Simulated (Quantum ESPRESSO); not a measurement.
# TaAs under changes of volume

One of the cells (17.396 Å³/atom); the others are scaled copies at fixed shape and fractional positions:

```
Ta As
1.0
    -1.72181    1.72181    5.86794
     1.72181   -1.72181    5.86794
     1.72181    1.72181   -5.86794
Ta As
2 2
Cartesian
  0.0000 0.0000 5.8676
  1.7218 0.0000 2.9336
  0.0000 0.0000 0.9698
  0.0000 1.7218 3.9037
```

The cell is a database's computed one.

```yaml
Program: Quantum ESPRESSO 7.5
Functional: LDA
Potentials_or_basis: GBRV 1.5 LDA
Cutoff: 762 eV
Density_cutoff: 6095 eV
k_mesh: 11 × 11 × 11
Occupations: fermi-dirac, width 0.05 eV
Spin: no spin polarisation
```

```tsv
volume (Å³/atom)	energy over the lowest point (meV/atom)	pressure (GPa)
16.353	7.09	5.5
16.700	0.00	0.9
17.048	?	?
17.396	12.88	-6.7
17.744	30.96	-10.0
18.092	55.70	-12.9
18.440	86.39	-15.5
```

Q: What does the run at 17.048 Å³/atom give?

A: Energy over the lowest point 2.27 meV/atom; pressure -3.1 GPa.

Worked out: A Birch-Murnaghan fit of order 3 (a polynomial in V^(-2/3)) to the other rows has its minimum at 16.79 Å³/atom with B0 = V·E''(V) = 202 GPa and B' = 4.5 at fixed shape and positions, which overstates the stiffness. It gives 2.26 meV/atom at 17.048 Å³/atom, against the run's 2.27, and -dE/dV = -3.0 GPa, against -3.1.

Energies are extrapolated to zero smearing.
